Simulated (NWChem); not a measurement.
**SiH4O3 (SMILES O[SiH](O)O) at 4 levels**

Wanted: a comparison of 4 runs (HF/STO-3G, HF/3-21G, B3LYP/6-31G*) of SiH4O3. 

The calculation is run with NWChem 7.3.0.

**1. The structure to begin with**

SiH4O3: 8 atoms, total charge 0, spin state singlet. SMILES: `O[SiH](O)O`. The coordinates come from a PBE0-D4/def2-TZVP relaxation. This is one conformer, not always the lowest.

Bond lengths: O1–Si2 1.630 Å, Si2–O3 1.641 Å, Si2–O4 1.633 Å, O1–H5 0.959 Å, Si2–H6 1.476 Å, O3–H7 0.958 Å, O4–H8 0.958 Å. Angles: O1–Si2–O3 114.4°, O1–Si2–O4 109.0°, O3–Si2–O4 105.0°, O1–Si2–H6 104.5°, O3–Si2–H6 110.6°, O4–Si2–H6 113.5°, Si2–O1–H5 117.6°, Si2–O3–H7 117.9°, Si2–O4–H8 116.6°.

**2. Energy and gradient at HF/STO-3G (run 1)**

File run.py:

```python
from ase import Atoms
from ase.calculators.nwchem import NWChem

atoms = Atoms(['O', 'Si', 'O', 'O', 'H', 'H', 'H', 'H'], positions=[
    [0.057900, 1.618800, -0.225000],
    [-0.171600, 0.082600, 0.269200],
    [1.169300, -0.861100, 0.196500],
    [-1.250800, -0.639700, -0.721300],
    [0.176800, 1.769800, -1.164500],
    [-0.642800, 0.209400, 1.662000],
    [1.894900, -0.655000, 0.786800],
    [-1.141700, -1.581700, -0.859700],
])

calc = NWChem(
    label='a',
    theory='scf',
    memory='2200 mb',
    basis='STO-3G',
    basispar='spherical bse',
    scf={'nopen': '0', 'rhf': None, 'thresh': '1e-08', 'maxiter': '80', 'print': 'low'},
)
atoms.calc = calc

forces = atoms.get_forces()
print("Total energy (eV):", round(atoms.get_potential_energy(), 6))
print("forces (eV/A):")
for s, f in zip(atoms.symbols, forces):
    print(f"{s:2s} {f[0]:10.5f} {f[1]:10.5f} {f[2]:10.5f}")
```

Command:

```bash
$ export ASE_NWCHEM_COMMAND="nwchem PREFIX.nwi > PREFIX.nwo"
$ python run.py
```

Output:

```text
Total energy (eV): -13864.045351
forces (eV/A):
O     0.01260    0.77925    1.36803
Si   -0.17946   -0.16686    2.01580
O    -0.59290   -0.89156   -1.33044
O    -1.03662    1.29918   -0.50949
H     0.11189   -0.31614   -1.32042
H     0.41174   -0.13092   -1.33476
H     0.71379    0.66628    1.00263
H     0.55901   -1.23917    0.10871
```

The calculator wrote a.nwi:

```
title "a"

permanent_dir a

scratch_dir a

start a

geometry units angstrom nocenter noautosym noautoz
  O  5.7900000000000000e-02 1.6188000000000000e+00 -2.2500000000000001e-01
  Si -1.7160000000000000e-01 8.2600000000000007e-02 2.6919999999999999e-01
  O  1.1693000000000000e+00 -8.6109999999999998e-01 1.9650000000000001e-01
  O  -1.2507999999999999e+00 -6.3970000000000005e-01 -7.2130000000000005e-01
  H  1.7680000000000001e-01 1.7698000000000000e+00 -1.1645000000000001e+00
  H  -6.4280000000000004e-01 2.0940000000000000e-01 1.6619999999999999e+00
  H  1.8949000000000000e+00 -6.5500000000000003e-01 7.8680000000000005e-01
  H  -1.1416999999999999e+00 -1.5817000000000001e+00 -8.5970000000000002e-01
end

memory 2200 mb

basis spherical bse noprint
   * library STO-3G
end

scf
  nopen 0
  rhf
  thresh 1e-08
  maxiter 80
  print low
end

task scf gradient
```

a.nwo:

```text
Northwest Computational Chemistry Package (NWChem) 7.3.0
             --------------------------------------------------------

           Job information
           ---------------

    nwchem branch   = 7.3.0
    use scalapack   = T
    input           = a.nwi
    prefix          = a.
    data base       = a/a.db
    status          = startup
    nproc           =        1

           Memory information
           ------------------

    heap     =     72089598 doubles =      550.0 Mbytes
    stack    =     72089595 doubles =      550.0 Mbytes
    global   =    144179200 doubles =     1100.0 Mbytes (distinct from heap & stack)
    total    =    288358393 doubles =     2200.0 Mbytes
    verify   = yes
    hardfail = no

[... 37 lines left out ...]
            Nuclear Dipole moment (a.u.)
[... 70 lines left out ...]
       Final RHF  results
       ------------------

         Total SCF energy =   -509.494273424862
      One-electron energy =  -1087.019584411175
      Two-electron energy =    388.275174906653
 Nuclear repulsion energy =    189.250136079660

        Time for solution =      1.0s

                              NWChem Gradients Module
                              -----------------------

                         RHF ENERGY GRADIENTS

    atom               coordinates                        gradient
                 x          y          z           x          y          z
   1 O       0.109415   3.059088  -0.425188   -0.000245  -0.015154  -0.026604
   2 Si     -0.324277   0.156091   0.508714    0.003490   0.003245  -0.039201
   3 O       2.209657  -1.627243   0.371331    0.011530   0.017338   0.025873
[... 4 lines of this table left out ...]
   8 H      -2.157500  -2.988980  -1.624597   -0.010871   0.024098  -0.002114

 Task  times  cpu:        1.2s     wall:        1.2s
 Total times  cpu:        1.3s     wall:        1.3s
```

Wall time 2.3 s (1 thread of Intel Xeon Platinum 8488C (Sapphire Rapids), shared host); peak memory 0.097 GiB.

**3. Energy and forces at HF/3-21G (run 2)**

File h4o3si.nw:

```
echo
start h4o3si
memory total 2200 mb

geometry units angstroms noautosym nocenter noautoz
O        0.057900       1.618800      -0.225000
Si      -0.171600       0.082600       0.269200
O        1.169300      -0.861100       0.196500
O       -1.250800      -0.639700      -0.721300
H        0.176800       1.769800      -1.164500
H       -0.642800       0.209400       1.662000
H        1.894900      -0.655000       0.786800
H       -1.141700      -1.581700      -0.859700
end

basis spherical bse
* library 3-21G
end

scf
thresh 1e-08
maxiter 80
end

task scf gradient
```

Command:

```bash
$ nwchem h4o3si.nw > h4o3si.out
```

Output:

```text
[...]
  functions       =    48
[...]
  wavefunction    = RHF
[...]
         Total SCF energy =   -513.201434013069
      One-electron energy =  -1087.591732997643
      Two-electron energy =    385.140162904914
 Nuclear repulsion energy =    189.250136079661
        Time for solution =      1.4s
[...]
                         RHF ENERGY GRADIENTS
    atom               coordinates                        gradient
                 x          y          z           x          y          z
   1 O       0.109415   3.059088  -0.425188   -0.006917  -0.009135   0.011443
   2 Si     -0.324277   0.156091   0.508714    0.018727  -0.008119  -0.033157
   3 O       2.209657  -1.627243   0.371331   -0.010903   0.001531  -0.002480
   4 O      -2.363669  -1.208858  -1.363059    0.006363   0.011757   0.008267
   5 H       0.334104   3.344437  -2.200586   -0.000693  -0.011374   0.004668
   6 H      -1.214716   0.395709   3.140725   -0.002430   0.001960   0.002825
   7 H       3.580842  -1.237771   1.486836   -0.010653   0.006988   0.000055
   8 H      -2.157500  -2.988980  -1.624597    0.006505   0.006393   0.008380
[...]
```

Run time: 2.3 s. Hardware: 1 thread of Intel Xeon Platinum 8488C (Sapphire Rapids), shared host; peak memory 0.095 GiB.

**4. Energy and forces at B3LYP/6-31G(d) (spherical functions) (run 3)**

File a.xyz:

```xyz
8
H4O3Si
O      0.057900     1.618800    -0.225000
Si    -0.171600     0.082600     0.269200
O      1.169300    -0.861100     0.196500
O     -1.250800    -0.639700    -0.721300
H      0.176800     1.769800    -1.164500
H     -0.642800     0.209400     1.662000
H      1.894900    -0.655000     0.786800
H     -1.141700    -1.581700    -0.859700
```

File a.nw:

```
start a
title "H4O3Si"
memory stack 880 mb heap 220 mb global 1100 mb
charge 0

geometry units angstrom noautosym nocenter noautoz
load a.xyz
end

basis "ao basis" spherical bse
* library 6-31G*
end

dft
xc b3lyp
grid xfine
convergence energy 1e-08
iterations 100
mulliken
end

task dft gradient
```

Command:

```bash
$ nwchem a.nw > a.out
```

Output:

```text
[...]
          Wavefunction type:  closed shell.
          No. of atoms     :     8
          No. of electrons :    42
[...]
          Charge           :     0
          Spin multiplicity:     1
[...]
          AO basis - number of functions:    68
[...]
              XC Information
              --------------
                         B3LYP Method XC Potential
                     Hartree-Fock (Exact) Exchange  0.200
                        Slater Exchange Functional  0.800 local
                    Becke 1988 Exchange Functional  0.720 non-local
              Lee-Yang-Parr Correlation Functional  0.810
                  VWN I RPA Correlation Functional  0.190 local
[...]
 d= 0,ls=0.0,diis     1   -517.5800491294 -7.07D+02  1.83D-02  1.02D+00     2.5
[...]
 d= 0,ls=0.0,diis     8   -517.6843930715 -1.29D-09  2.07D-06  4.46D-08    17.7
         Total DFT energy =     -517.684393071482
      One electron energy =    -1091.800261145717
           Coulomb energy =      433.288316556135
    Exchange-Corr. energy =      -48.422584561560
 Nuclear repulsion energy =      189.250136079661
[...]
      Total Density - Mulliken Population Analysis
     ---------------------------------------------
    Atom       Charge   Shell Charges
 -----------   ------   -------------------------------------------------------
    1 O    8     8.69   2.00  0.90  2.96  0.92  1.90  0.02
    2 Si  14    13.05   2.00  2.00  5.96  0.81  1.51  0.06  0.28  0.43
    3 O    8     8.72   2.00  0.90  2.96  0.93  1.91  0.02
    4 O    8     8.71   2.00  0.90  2.96  0.93  1.90  0.02
    5 H    1     0.57   0.47  0.10
    6 H    1     1.12   0.52  0.60
    7 H    1     0.57   0.47  0.10
    8 H    1     0.57   0.47  0.10
[...]
  wavefunction    = closed shell
                         DFT ENERGY GRADIENTS
    atom               coordinates                        gradient
                 x          y          z           x          y          z
   1 O       0.109415   3.059088  -0.425188   -0.000665  -0.011909  -0.005244
   2 Si     -0.324277   0.156091   0.508714    0.003382   0.000412  -0.010957
   3 O       2.209657  -1.627243   0.371331   -0.003523   0.009663   0.006291
   4 O      -2.363669  -1.208858  -1.363059    0.009493  -0.002766   0.006707
   5 H       0.334104   3.344437  -2.200586   -0.000850  -0.000614   0.008422
   6 H      -1.214716   0.395709   3.140725    0.000012  -0.000823  -0.000861
   7 H       3.580842  -1.237771   1.486836   -0.006427  -0.002109  -0.005553
   8 H      -2.157500  -2.988980  -1.624597   -0.001423   0.008147   0.001196
[...]
```

It took 23 s on 1 thread of Intel Xeon Platinum 8488C (Sapphire Rapids), shared host; peak memory 0.13 GiB.

**5. Energy and forces at B3LYP/6-31G(d) (Cartesian functions) (run 4)**

File run.py:

```python
from ase import Atoms
from ase.calculators.nwchem import NWChem

system = Atoms('OSiOOHHHH', positions=[
    [0.057900, 1.618800, -0.225000],
    [-0.171600, 0.082600, 0.269200],
    [1.169300, -0.861100, 0.196500],
    [-1.250800, -0.639700, -0.721300],
    [0.176800, 1.769800, -1.164500],
    [-0.642800, 0.209400, 1.662000],
    [1.894900, -0.655000, 0.786800],
    [-1.141700, -1.581700, -0.859700],
])

calc = NWChem(
    label='m1',
    theory='dft',
    memory='2200 mb',
    basis='6-31G*',
    dft={'xc': 'b3lyp', 'mult': '1', 'grid': 'xfine', 'convergence': 'energy 1e-08', 'iterations': '100', 'mulliken': None},
)
system.calc = calc

forces = system.get_forces()
print(f"energy = {system.get_potential_energy():.6f} eV")
print("forces (eV/A):")
for s, f in zip(system.symbols, forces):
    print(f"{s:2s} {f[0]:10.5f} {f[1]:10.5f} {f[2]:10.5f}")
print("dipole (e A):", system.get_dipole_moment().round(4))
```

Command:

```bash
$ export ASE_NWCHEM_COMMAND="nwchem PREFIX.nwi > PREFIX.nwo"
$ python run.py
```

Output:

```text
energy = -14087.077419 eV
forces (eV/A):
O     0.03255    0.58199    0.28035
Si   -0.16296   -0.01738    0.52137
O     0.16075   -0.48285   -0.32242
O    -0.47205    0.15447   -0.32771
H     0.04093    0.02530   -0.42814
H     0.00000    0.03980    0.04654
H     0.32314    0.11164    0.28627
H     0.07765   -0.41292   -0.05620
dipole (e A): [ 0.3088 -0.1943 -0.0488]
```

The calculator wrote m1.nwi:

```
title "m1"

permanent_dir m1

scratch_dir m1

start m1

geometry units angstrom nocenter noautosym noautoz
  O  5.7900000000000000e-02 1.6188000000000000e+00 -2.2500000000000001e-01
  Si -1.7160000000000000e-01 8.2600000000000007e-02 2.6919999999999999e-01
  O  1.1693000000000000e+00 -8.6109999999999998e-01 1.9650000000000001e-01
  O  -1.2507999999999999e+00 -6.3970000000000005e-01 -7.2130000000000005e-01
  H  1.7680000000000001e-01 1.7698000000000000e+00 -1.1645000000000001e+00
  H  -6.4280000000000004e-01 2.0940000000000000e-01 1.6619999999999999e+00
  H  1.8949000000000000e+00 -6.5500000000000003e-01 7.8680000000000005e-01
  H  -1.1416999999999999e+00 -1.5817000000000001e+00 -8.5970000000000002e-01
end

memory 2200 mb

basis noprint
   * library 6-31G*
end

dft
  xc b3lyp
  mult 1
  grid xfine
  convergence energy 1e-08
  iterations 100
  mulliken
end

task dft gradient
```

m1.nwo:

```text
Northwest Computational Chemistry Package (NWChem) 7.3.0
             --------------------------------------------------------

           Job information
           ---------------

    nwchem branch   = 7.3.0
    use scalapack   = T
    input           = m1.nwi
    prefix          = m1.
    data base       = m1/m1.db
    status          = startup
    nproc           =        1

           Memory information
           ------------------

    heap     =     72089598 doubles =      550.0 Mbytes
    stack    =     72089595 doubles =      550.0 Mbytes
    global   =    144179200 doubles =     1100.0 Mbytes (distinct from heap & stack)
    total    =    288358393 doubles =     2200.0 Mbytes
    verify   = yes
    hardfail = no

[... 104 lines left out ...]
  convergence criterion.
[... 40 lines left out ...]
          Spatial weights used:  Erf1
[... 77 lines left out ...]
         Total DFT energy =     -517.690550796997
[... 3 lines left out ...]
 Nuclear repulsion energy =      189.250136079660
[... 572 lines left out ...]
          Convergence on gradient requested:  5.00D-04
[... 27 lines left out ...]
          total energy or number of iterations.
[... 26 lines left out ...]
                         DFT ENERGY GRADIENTS

    atom               coordinates                        gradient
                 x          y          z           x          y          z
   1 O       0.109415   3.059088  -0.425188   -0.000633  -0.011318  -0.005452
   2 Si     -0.324277   0.156091   0.508714    0.003169   0.000338  -0.010139
   3 O       2.209657  -1.627243   0.371331   -0.003126   0.009390   0.006270
[... 4 lines of this table left out ...]
   8 H      -2.157500  -2.988980  -1.624597   -0.001510   0.008030   0.001093

                 ----------------------------------------
                 |  Time  |  1-e(secs)   |  2-e(secs)   |
                 ----------------------------------------
                 |  CPU   |       0.01   |       1.43   |
                 ----------------------------------------
                 |  WALL  |       0.01   |       1.43   |
                 ----------------------------------------

 Task  times  cpu:       23.0s     wall:       23.0s
 Total times  cpu:       23.0s     wall:       23.0s
```

Run time: 24 s. Hardware: 1 thread of Intel Xeon Platinum 8488C (Sapphire Rapids), shared host; peak memory 0.14 GiB.

**6. All runs side by side**

```csv
run,level,iteration cap,module,energy (Eh),largest force (eV/Å),wall time
1,HF/STO-3G,80,scf,-509.494273,2.031,2.3 s
2,HF/3-21G,80,scf,-513.201434,2.002,2.3 s
3,B3LYP/6-31G* (spherical functions),100,dft,-517.684393,0.670,23 s
4,B3LYP/6-31G* (Cartesian functions),100,dft,-517.690551,0.647,24 s
```

**7. Summary of results**

| quantity | value |
| --- | --- |
| run 4: total energy | -517.69055 Eh |
| run 4: dipole moment | 1.77 D |
| run 4: HOMO energy | -8.47 eV |
| run 4: LUMO energy | 1.22 eV |
| run 4: HOMO–LUMO gap | 9.68 eV |
| run 4: largest force on an atom | 0.647 eV/Å |

What this shows: Over runs 2, 3, 4 the dipole moment (its size) runs from 1.77 D (B3LYP/6-31G*) to 2.13 D (HF/3-21G). The two ends differ in method and basis. Over runs 2, 3, 4 the HOMO–LUMO gap runs from 9.68 eV (B3LYP/6-31G*) to 18.63 eV (HF/3-21G). In run 1 the basis is minimal, so the values are rough. All runs together took 52 s, the longest 24 s.
